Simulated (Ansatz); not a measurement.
# BIr: the cost of one run

Computed with Ansatz 0.2.0 (DFT PBEsol, scalar-relativistic, plane waves, PAW, unless a step's input says otherwise).

## (1) The starting structure

The structure is hexagonal, space group P-6m2 (No. 187). The conventional cell has a = 3.042 Å, b = 3.042 Å, c = 2.703 Å, α = 90.00°, β = 90.00°, γ = 120.00°. B (site symmetry -6m2) has 6 Ir at 2.22 Å as nearest neighbours. Ir (site symmetry -6m2) has 6 B at 2.22 Å as nearest neighbours.

As a file:

```cif
data_structure
_symmetry_space_group_name_H-M 'P 1'
_symmetry_Int_Tables_number 1
_cell_length_a 3.0421
_cell_length_b 3.0421
_cell_length_c 2.7030
_cell_angle_alpha 90.000
_cell_angle_beta 90.000
_cell_angle_gamma 120.000
_cell_volume 21.66
loop_
_atom_site_label
_atom_site_type_symbol
_atom_site_fract_x
_atom_site_fract_y
_atom_site_fract_z
_atom_site_occupancy
B1 B 0.33333 0.66667 0.50000 1
Ir1 Ir 0.00000 0.00000 0.00000 1
```

The structure comes from the Materials Project (structure only).

(A quick probe on a coarse mesh, which set the mesh and smearing, is not shown.)

## (3) Full relaxation

Input file input.yaml:

```yaml
crystal:
  lattice:
    - [3.0421080792, 0.0, 0.0]
    - [-1.5210540396, 2.6345428776, 0.0]
    - [0.0, 0.0, 2.70297231]
  atoms:
    - { symbol: B, position: [0.33333333, 0.66666667, 0.5] }
    - { symbol: Ir, position: [0.0, 0.0, 0.0] }
basis:
  ecutwfc: 420
kpoints:
  mp_grid: { grid: [15, 15, 16] }
hamiltonian:
  xc: pbesol
scf:
  occupations: { method: gaussian, width: 0.1 }
output:
  forces: true
  stress: true
  eigenvalues: true
relax:
  adjacent_minimum: "off"
  f_tol: 0.005
  max_steps: 80
  cell: { stress_tol: 0.05 }
```

Q: Estimate wall time and peak memory on 1 thread of an Arm CPU, shared host.

About 32 s, with a peak of 0.38 GiB.
